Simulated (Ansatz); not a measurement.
# K3LuSi2O7: relaxation and properties

Aim: for K3LuSi2O7, relax cell and atoms and see whether it has a gap, which orbitals make up the states near it and how charge is shared.

Computed with Ansatz 0.2.0 (DFT LDA, scalar-relativistic, plane waves, PAW, unless a step's input says otherwise).

## Step 1: The system as given

Symmetry: P6_3/mmc, No. 194, hexagonal system. The conventional cell has a = 5.712 Å, b = 5.712 Å, c = 13.888 Å, α = 90.00°, β = 90.00°, γ = 120.00°. K (site symmetry -6m2) is surrounded by 6 O at 2.78 Å. Around K (site symmetry 3m) lie 9 O at 2.86 to 3.02 Å and 1 Si at 3.11 Å. Lu (site symmetry -3m) is surrounded by 6 O at 2.22 Å. Si (site symmetry 3m) has 4 O at 1.60 to 1.64 Å in its first shell of neighbours. O (site symmetry m) has 1 Si at 1.60 Å and 1 Lu at 2.22 Å in its first shell of neighbours. Around O (site symmetry -6m2) lie 2 Si at 1.64 Å.

Structure file:

```cif
data_structure
_symmetry_space_group_name_H-M 'P 1'
_symmetry_Int_Tables_number 1
_cell_length_a 5.7116
_cell_length_b 5.7116
_cell_length_c 13.8883
_cell_angle_alpha 90.000
_cell_angle_beta 90.000
_cell_angle_gamma 120.000
_cell_volume 392.37
loop_
_atom_site_label
_atom_site_type_symbol
_atom_site_fract_x
_atom_site_fract_y
_atom_site_fract_z
_atom_site_occupancy
K1 K 0.00000 0.00000 0.25000 1
K2 K 0.00000 0.00000 0.75000 1
K3 K 0.33333 0.66667 0.09220 1
K4 K 0.66667 0.33333 0.59220 1
K5 K 0.33333 0.66667 0.40780 1
K6 K 0.66667 0.33333 0.90780 1
Lu1 Lu 0.00000 0.00000 0.00000 1
Lu2 Lu 0.00000 0.00000 0.50000 1
Si1 Si 0.66667 0.33333 0.13170 1
Si2 Si 0.33333 0.66667 0.63170 1
Si3 Si 0.66667 0.33333 0.36830 1
Si4 Si 0.33333 0.66667 0.86830 1
O1 O 0.35960 0.17980 0.09610 1
O2 O 0.17980 0.35960 0.59610 1
O3 O 0.82020 0.17980 0.09610 1
O4 O 0.64040 0.82020 0.59610 1
O5 O 0.82020 0.64040 0.09610 1
O6 O 0.17980 0.82020 0.59610 1
O7 O 0.82020 0.64040 0.40390 1
O8 O 0.64040 0.82020 0.90390 1
O9 O 0.82020 0.17980 0.40390 1
O10 O 0.17980 0.35960 0.90390 1
O11 O 0.35960 0.17980 0.40390 1
O12 O 0.17980 0.82020 0.90390 1
O13 O 0.66667 0.33333 0.25000 1
O14 O 0.33333 0.66667 0.75000 1
```

Source of the structure: the Crystallography Open Database.

(A quick probe on a coarse mesh, which set the mesh and smearing, is not shown.)

## Step 3: Coarse relaxation

input.yaml

```yaml
crystal:
  lattice:
    - [5.7116, 0.0, 0.0]
    - [-2.8558, 4.9463906963, 0.0]
    - [0.0, 0.0, 13.8883]
  atoms:
    - { symbol: K, position: [0.0, 0.0, 0.25] }
    - { symbol: K, position: [0.0, 0.0, 0.75] }
    - { symbol: K, position: [0.3333333333, 0.6666666667, 0.0922] }
    - { symbol: K, position: [0.6666666667, 0.3333333333, 0.5922] }
    - { symbol: K, position: [0.3333333333, 0.6666666667, 0.4078] }
    - { symbol: K, position: [0.6666666667, 0.3333333333, 0.9078] }
    - { symbol: Lu, position: [0.0, 0.0, 0.0] }
    - { symbol: Lu, position: [0.0, 0.0, 0.5] }
    - { symbol: Si, position: [0.6666666667, 0.3333333333, 0.1317] }
    - { symbol: Si, position: [0.3333333333, 0.6666666667, 0.6317] }
    - { symbol: Si, position: [0.6666666667, 0.3333333333, 0.3683] }
    - { symbol: Si, position: [0.3333333333, 0.6666666667, 0.8683] }
    - { symbol: O, position: [0.3596, 0.1798, 0.0961] }
    - { symbol: O, position: [0.1798, 0.3596, 0.5961] }
    - { symbol: O, position: [0.8202, 0.1798, 0.0961] }
    - { symbol: O, position: [0.6404, 0.8202, 0.5961] }
    - { symbol: O, position: [0.8202, 0.6404, 0.0961] }
    - { symbol: O, position: [0.1798, 0.8202, 0.5961] }
    - { symbol: O, position: [0.8202, 0.6404, 0.4039] }
    - { symbol: O, position: [0.6404, 0.8202, 0.9039] }
    - { symbol: O, position: [0.8202, 0.1798, 0.4039] }
    - { symbol: O, position: [0.1798, 0.3596, 0.9039] }
    - { symbol: O, position: [0.3596, 0.1798, 0.4039] }
    - { symbol: O, position: [0.1798, 0.8202, 0.9039] }
    - { symbol: O, position: [0.6666666667, 0.3333333333, 0.25] }
    - { symbol: O, position: [0.3333333333, 0.6666666667, 0.75] }
basis:
  ecutwfc: 420
kpoints:
  mp_grid: { grid: [6, 6, 2] }
hamiltonian:
  xc: lda
scf:
  occupations: { method: gaussian, width: 0.1 }
output:
  forces: true
  stress: true
  eigenvalues: true
relax:
  adjacent_minimum: "off"
  f_tol: 0.05
  max_steps: 80
  cell: { stress_tol: 0.5 }
```

The run is started by

```sh
ansatz run input.yaml --threads 8 --pin off --max-ram 22528MiB --backend cpu --events-out ev --progress --plain --runs-dir out
```

The session goes on with these runs: the relaxation; static run: bands, density of states and charges.

What does the calculation give? Wanted: relaxed cell; volume; gap.

The runs gave:

```
            quantity                                                                        value
        relaxed cell  a = 5.644 Å, b = 5.644 Å, c = 13.869 Å, α = 90.00°, β = 90.00°, γ = 120.00°
space group (0.01 Å)                                                           P6_3/mmc (No. 194)
              volume                                                                14.71 Å³/atom
                 gap                                                  3.57 eV, direct on the path
```

In words: The relaxed volume is 2.5 % smaller than at the start. LDA usually gives cells that are too small. The gap is 3.57 eV, with the valence top at Γ and the conduction bottom at Γ on the path. Of the projected weight, the top eV of the valence band is O 2p (77 %), and the lowest eV of the conduction band K 4s (76 %). Spin-orbit coupling is left out, which matters for the bands of Lu.
